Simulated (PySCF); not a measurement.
C2BrH5, in a box:

```
C Br H
1.0
    13.00000    0.00000    0.00000
     0.00000   12.00000    0.00000
     0.00000    0.00000   12.00000
C Br H
2 1 5
Direct
  0.44537 0.55305 0.47915
  0.49707 0.45061 0.52509
  0.63180 0.48526 0.58758
  0.37020 0.53024 0.44494
  0.49090 0.59057 0.41265
  0.43354 0.61548 0.54396
  0.51136 0.38802 0.46134
  0.45384 0.41299 0.59301
```

Base run:

```yaml
Program: PySCF 2.14.0
Functional: MN15-L
Dispersion: D3
Potentials_or_basis: 6-31g* (all-electron)
k_mesh: 1 × 1 × 1
Occupations: fixed
Spin: no spin polarisation
```

Its results: gap between the frontier levels 6.83 eV.

Q: After a change of settings the same cell gave: gap between the frontier levels 7.33 eV. Which change was it?
A. functional from MN15-L to PBE; dispersion from D3 to none
B. functional from MN15-L to HSE03
C. functional from MN15-L to X3LYP; dispersion from D3 to none
D. functional from MN15-L to N12

A: B.

Caveats: this is a molecule in a periodic box at the Γ point, so its band gap is the HOMO-LUMO gap; relativity is left out, which matters for the heavier elements; the basis of atomic orbitals isn't converged, which shifts pressures, moduli and gaps; this program's HSE differs a little from the usual definition (some runs).
